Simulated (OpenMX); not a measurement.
# SbH3 in OpenMX: reference runs, part 2 of 2

OpenMX 3.8.5.

### Step 3. Single point, PBE (atoms moved at random, drawn with an rms of 0.05 Å)

Input file SbH3.dat:

```
System.CurrrentDirectory             ./
System.Name                          SbH3
DATA.PATH                            ./DFT_DATA13
level.of.stdout                      1
level.of.fileout                     0
Species.Number                       2
<Definition.of.Atomic.Species
  Sb  Sb7.0-s3p2d2           Sb_PBE13
  H   H6.0-s2p1              H_PBE13
Definition.of.Atomic.Species>

Atoms.Number                         4
Atoms.SpeciesAndCoordinates.Unit     FRAC
<Atoms.SpeciesAndCoordinates
    1  Sb    0.5558680000    0.4626310000    0.4375780000   7.500  7.500
    2  H     0.5871800000    0.4949490000    0.5872740000   0.500  0.500
    3  H     0.4145890000    0.4073220000    0.4838100000   0.500  0.500
    4  H     0.4906570000    0.5911720000    0.4259200000   0.500  0.500
Atoms.SpeciesAndCoordinates>

Atoms.UnitVectors.Unit               Ang
<Atoms.UnitVectors
    11.0000000000    0.0000000000    0.0000000000
     0.0000000000   12.0000000000    0.0000000000
     0.0000000000    0.0000000000   11.0000000000
Atoms.UnitVectors>

scf.XcType                           GGA-PBE
scf.SpinPolarization                 off
scf.ElectronicTemperature            580.226
scf.energycutoff                     420.0
scf.maxIter                          100
scf.EigenvalueSolver                 band
scf.Kgrid                            1 1 1
scf.Mixing.Type                      rmm-diisk
scf.Init.Mixing.Weight               0.05
scf.Min.Mixing.Weight                0.001
scf.Max.Mixing.Weight                0.3
scf.Mixing.History                   25
scf.Mixing.StartPulay                8
scf.criterion                        1.0e-8
MD.Type                              nomd
```

Potentials or basis: OpenMX 2013 PBE set, Sb7.0-s3p2d2, H6.0-s2p1, grid cutoff 420 Ry.

The run is started by

```sh
$ openmx SbH3.dat -nt 1 > SbH3.std
```

SbH3.out:

```text
Required cutoff energy (Ryd) for 3D-grids = 420.0000
      Used cutoff energy (Ryd) for 3D-grids = 416.2787, 414.7384, 416.2787
  Num. of grids of a-, b-, and c-axes = 135, 147, 135

  Num.Grid1.   135
  Num.Grid2.   147
  Num.Grid3.   135

  Cell_Volume =   9798.579569875226 (Bohr^3)
  GridVol     =      0.003657448772 (Bohr^3)
  Cell vectors (bohr) of the grid cell (gtv)
    gtv_a =  0.153977673143,  0.000000000000,  0.000000000000
    gtv_b =  0.000000000000,  0.154263346006,  0.000000000000
    gtv_c =  0.000000000000,  0.000000000000,  0.153977673143
    |gtv_a| =  0.153977673143
    |gtv_b| =  0.154263346006
    |gtv_c| =  0.153977673143

***********************************************************

***********************************************************
                  SCF history at MD= 1
***********************************************************

   SCF=   1  NormRD=  1.000000000000  Uele= -15.062598892335
   SCF=   2  NormRD=  1.323212322803  Uele= -15.068552233506
   SCF=   3  NormRD=  1.288765557482  Uele= -15.070593529902
   SCF=   4  NormRD=  0.738327031842  Uele= -15.100289865431
   SCF=   5  NormRD=  0.442696257053  Uele= -15.067350524132
   SCF=   6  NormRD=  0.276550693068  Uele= -15.018997107413
   SCF=   7  NormRD=  0.177855257246  Uele= -14.973608535801
   SCF=   8  NormRD=  0.116617373902  Uele= -14.936493440591
   SCF=   9  NormRD=  0.011866770497  Uele= -14.833118225958
   SCF=  10  NormRD=  0.006031216185  Uele= -14.824737617740
   SCF=  11  NormRD=  0.000490483309  Uele= -14.820717308477
   SCF=  12  NormRD=  0.000112789161  Uele= -14.820682004264
   SCF=  13  NormRD=  0.000065931897  Uele= -14.820678272330
   SCF=  14  NormRD=  0.000003509288  Uele= -14.820687196172
   SCF=  15  NormRD=  0.000001279609  Uele= -14.820684234462
   SCF=  16  NormRD=  0.000000382376  Uele= -14.820683653254
   SCF=  17  NormRD=  0.000000022260  Uele= -14.820683601138
   SCF=  18  NormRD=  0.000000001170  Uele= -14.820683627482
   SCF=  19  NormRD=  0.000000000176  Uele= -14.820683627340

[... 123 lines left out ...]
   sum over m     -0.011450382 -0.011450382  -0.022900764   0.000000000
   sum over m+mul  1.386091154  1.386091154   2.772182308   0.000000000
  d3z^2-r^2   0    0.999122869  0.999122869   1.998245739   0.000000000
  dx^2-y^2    0    0.999384910  0.999384910   1.998769819   0.000000000
  dxy         0    0.999135745  0.999135745   1.998271491   0.000000000
  dxz         0    0.999465321  0.999465321   1.998930642   0.000000000
  dyz         0    0.999582672  0.999582672   1.999165344   0.000000000
   sum over m      4.996691518  4.996691518   9.993383036   0.000000000
  d3z^2-r^2   1    0.012289631  0.012289631   0.024579262   0.000000000
  dx^2-y^2    1    0.006956115  0.006956115   0.013912230   0.000000000
  dxy         1    0.007538544  0.007538544   0.015077087   0.000000000
  dxz         1    0.003187948  0.003187948   0.006375895   0.000000000
  dyz         1    0.002387335  0.002387335   0.004774671   0.000000000
   sum over m      0.032359573  0.032359573   0.064719146   0.000000000
   sum over m+mul  5.029051091  5.029051091  10.058102181   0.000000000

    2    H          Up spin      Down spin     Sum           Diff
            multiple
  s           0    0.557537589  0.557537589   1.115075178   0.000000000
   sum over m      0.557537589  0.557537589   1.115075178   0.000000000
  s           1   -0.005700793 -0.005700793  -0.011401587   0.000000000
   sum over m     -0.005700793 -0.005700793  -0.011401587   0.000000000
   sum over m+mul  0.551836796  0.551836796   1.103673591   0.000000000
  px          0    0.003441481  0.003441481   0.006882961   0.000000000
  py          0    0.005490648  0.005490648   0.010981296   0.000000000
  pz          0    0.007057619  0.007057619   0.014115238   0.000000000
   sum over m      0.015989747  0.015989747   0.031979495   0.000000000
   sum over m+mul  0.015989747  0.015989747   0.031979495   0.000000000
[... 14 lines left out ...]
    4    H          Up spin      Down spin     Sum           Diff
            multiple
  s           0    0.557376294  0.557376294   1.114752589   0.000000000
   sum over m      0.557376294  0.557376294   1.114752589   0.000000000
  s           1   -0.005828228 -0.005828228  -0.011656456   0.000000000
   sum over m     -0.005828228 -0.005828228  -0.011656456   0.000000000
   sum over m+mul  0.551548067  0.551548067   1.103096133   0.000000000
  px          0    0.008566066  0.008566066   0.017132131   0.000000000
  py          0    0.002459340  0.002459340   0.004918681   0.000000000
  pz          0    0.005357468  0.005357468   0.010714937   0.000000000
   sum over m      0.016382875  0.016382875   0.032765749   0.000000000
   sum over m+mul  0.016382875  0.016382875   0.032765749   0.000000000

***********************************************************
                    Dipole moment (Debye)
***********************************************************

 Absolute D        0.54410643

                      Dx                Dy                Dz
 Total              0.35839357       -0.17317288       -0.37096767
 Core             519.39431565      486.06001244      425.88792573
 Electron        -519.03592208     -486.23318532     -426.25889340
 Back ground       -0.00000000       -0.00000000       -0.00000000

***********************************************************
       xyz-coordinates (Ang) and forces (Hartree/Bohr)
***********************************************************

<coordinates.forces
  4
    1    Sb     6.11455   5.55157   4.81336   0.002139023792 -0.013388155248 -0.004436326459
    2     H     6.45898   5.93939   6.46001   0.002549938246  0.000453351966  0.007750310001
    3     H     4.56048   4.88786   5.32191   0.001753233438  0.000703285069 -0.000751648289
    4     H     5.39723   7.09406   4.68512  -0.006340590399  0.012270047890 -0.002655813783
coordinates.forces>

***********************************************************
       Fractional coordinates of the final structure
***********************************************************

     1     Sb     0.55586800000000   0.46263100000000   0.43757800000000
     2      H     0.58718000000000   0.49494900000000   0.58727400000000
     3      H     0.41458900000000   0.40732200000000   0.48381000000000
     4      H     0.49065700000000   0.59117200000000   0.42592000000000
```

SbH3.std:

```text
*******************************************************
 Welcome to OpenMX   Ver. 3.8.5
 Copyright (C), 2002-2014, T. Ozaki
 OpenMX comes with ABSOLUTELY NO WARRANTY.
 This is free software, and you are welcome to
 redistribute it under the constitution of the GNU-GPL.
*******************************************************
[... 218 lines left out ...]
  Uzs   =       0.000000000000
  Uzo   =       0.000000000000
  Uef   =       0.000000000000
  UvdW  =       0.000000000000
  Utot  =     -88.346312763157

*******************************************************
             MD or geometry opt. at MD = 1
*******************************************************

outputting data on grids to files...

The calculation was normally finished.
```

It took 24 s on 1 thread of AMD EPYC 9R45 (Zen 5), shared host; peak memory 3.2 GiB.

What came out:

```
Free energy                     : -2404.0256 eV
Largest force                   : 0.734 eV/Å
Gap between the frontier levels : 5.68 eV
Mulliken charges                : Sb +0.41; H -0.14 e
```

Forces on the atoms (eV/Å):
```
Sb   0.110 -0.688 -0.228
H    0.131  0.023  0.399
H    0.090  0.036 -0.039
H   -0.326  0.631 -0.137
```

Levels at points of the mesh, in eV from the valence-band top:
| k point | band 5 | band 6 | band 7 | band 8 | band 9 | band 10 | band 11 | band 12 |
| --- | --- | --- | --- | --- | --- | --- | --- | --- |
| (0.00, 0.00, 0.00) | -26.35 | -7.96 | -1.79 | -1.74 | 0.00 | 5.68 | 5.75 | 7.09 |

Caveat: Mulliken charges move with the basis; spin-orbit coupling is left out, which moves the levels of the heavy elements; the basis of atomic orbitals isn't converged, which shifts pressures, moduli and gaps.
